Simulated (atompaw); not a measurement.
# Te: generating and testing a PAW (atompaw) potential

Do these settings give a usable potential? It is generated, then checked for scattering, ghosts and hardness.

Method: atompaw 4.2.0.5, PBEsol, scalar-relativistic.

## 1. Starting point

The settings as typed:

```json
{"element": "tellurium (Te, Z = 52)", "type": "PAW", "frozen core": "[Ar] 3d10", "valence charge": "24", "reference configuration": "4s2 4p6 4d10 5s1.5 5p4.5", "partial waves": "4s (bound): rc 0.90 bohr; 5s (bound): rc 1.60 bohr; 4p (bound): rc 1.05 bohr; 5p (bound): rc 1.15 bohr; 4d (bound): rc 1.60 bohr; 4d channel at -2.8 Ry: rc 1.60 bohr", "local potential": "troulliermartins scheme with l = 3 at 0 Ry, radius 1.15 bohr", "core correction": "smooth core density matched at 1.55 bohr", "augmentation charge": "besselshape compensation charge, radius 1.45 bohr; PAW radius 1.60 bohr; waves and projectors: custom polynom vanderbiltortho"}
```

An earlier all-electron run gives the scale for the radii.

All-electron outer shells of the reference configuration (PBEsol, scalar-relativistic, ld1.x):

| shell | level (eV) | outermost node (bohr) | outermost maximum (bohr) |
| --- | --- | --- | --- |
| 3p | -804.28 | 0.13 | 0.29 |
| 3d | -560.72 | – | 0.24 |
| 4s | -164.86 | 0.38 | 0.70 |
| 4p | -114.94 | 0.38 | 0.74 |
| 4d | -42.27 | 0.36 | 0.81 |
| 5s | -15.53 | 0.91 | 1.80 |
| 5p | -6.25 | 1.00 | 2.17 |

## 2. Generation

The input, Te.input:

```
Te 52
GGA-PBESOL scalarrelativistic loggrid 1500 logderivrange -14 5 476
5 5 4 0 0 0
5 0 1.5
5 1 4.5
0 0 0
c
c
c
v
v
c
c
v
v
c
v
2
1.60 1.45 1.15 1.55
n
n
y
-2.8
n
custom polynom vanderbiltortho besselshape
3 0 troulliermartins
0.90
1.60
1.05
1.15
1.60
1.60
PWSCFOUT
UPFDX 0.0125d0 UPFXMIN -7.d0 UPFZMESH 52.d0
END
```

On the command line:

```bash
$ atompaw < Te.input > Te.log
```

Before running it: what results should come out? Wanted: cutoffs for 10 and 1 mRy, occupied levels; bound ghosts; largest phase difference near zero energy, channels read; lowest eigenvalue of the overlap; share of valence orbitals outside the PAW sphere; UPF file.

The runs gave:

| quantity | value |
| --- | --- |
| cutoffs for 10 and 1 mRy, occupied levels | 100 Ry and 160 Ry |
| bound ghosts | none below the valence levels; a pole at negative energy in s is suspect |
| largest phase difference near zero energy, channels read | 3.125 rad |
| lowest eigenvalue of the overlap (Bessel basis) | 0.577 (s) |
| share of valence orbitals outside the PAW sphere | 4s 1 %, 5s 74 %, 4p 1 %, 5p 88 %, 4d 7 % |
| UPF file | written |

In words: It counts as hard, with 100 Ry needed at the looser tolerance. The slowest occupied level is 4s: taken alone it needs 140 Ry to come within 1 mRy, against 90 Ry for 4p. The ghost test, which looks below the valence levels, finds nothing, but the pseudo curve has an extra pole at negative energy (s at -1.02 Ry): a spurious bound state among the atom's levels is likely, and the file can't be cleared. Near zero energy the largest phase difference among the channels read is 3.12 rad, in the s channel (at the energies tabulated). A step near π is an extra or missing state, not a misfit of shape. The pseudo curves have a pole with no partner nearby in the atom's: s at -1.02 Ry. These are tests on the free atom; a crystal test is still owed.
